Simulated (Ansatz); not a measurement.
# SiTe2: a single-point run

The task is a single-point run on SiTe2. The structure is shown as the input types it. The cell is built on a prototype (fluorite) and needn't be the phase found in nature.

Computed with Ansatz 0.2.0 (density functional or hybrid calculation with the settings of its input, plane waves (as first typed), unless a step's input says otherwise).

2 further runs of the same task are left out: 2 that didn't finish. Runs told in other sessions of the task aren't counted.

## Step 1: The starting structure

Symmetry: Fm-3m, No. 225, cubic system. The conventional cell has a = 6.934 Å, b = 6.934 Å, c = 6.934 Å, α = 90.00°, β = 90.00°, γ = 90.00°. Si (site symmetry m-3m) has 8 Te at 3.00 Å in its first shell of neighbours. Te (site symmetry -43m) has 4 Si at 3.00 Å in its first shell of neighbours.

The input asks for a charge of +1 e on the cell.

As a file:

```
CELL_PARAMETERS angstrom
0.00000 3.46710 3.46710
3.46710 0.00000 3.46710
3.46710 3.46710 0.00000
ATOMIC_POSITIONS crystal
Si 0.00000 0.00000 0.00000
Te 0.25000 0.25000 0.25000
Te 0.75000 0.75000 0.75000
```

## Step 2: Input and run

File input.yaml:

```yaml
crystal:
  lattice:
    - [0.0, 3.467096216, 3.467096216]
    - [3.467096216, 0.0, 3.467096216]
    - [3.467096216, 3.467096216, 0.0]
  atoms:
    - { symbol: Si, position: [0.0, 0.0, 0.0] }
    - { symbol: Te, position: [0.25, 0.25, 0.25] }
    - { symbol: Te, position: [0.75, 0.75, 0.75] }
kpoints:
  mp_grid: { grid: [4, 4, 4] }
hamiltonian:
  xc: pbesol
scf:
  occupations: { method: fermi_dirac, width: 0.02 }
  n_extra_bands: 4
  max_iter: 68
output:
  forces: true
  stress: true
  eigenvalues: true
total_charge: 1
```

On the command line:

```bash
> ansatz run input.yaml --threads 4 --pin off --max-ram 3686MiB --backend cpu --events-out ev --progress --plain --runs-dir out
```

What happens when this is run?

The run converged and reported no error. That alone doesn't make the input a sound one.

In the input, total_charge is 1. The typed charge changes the electron count, so this is no longer the system that was meant.

To check: delete total_charge (the default then holds).
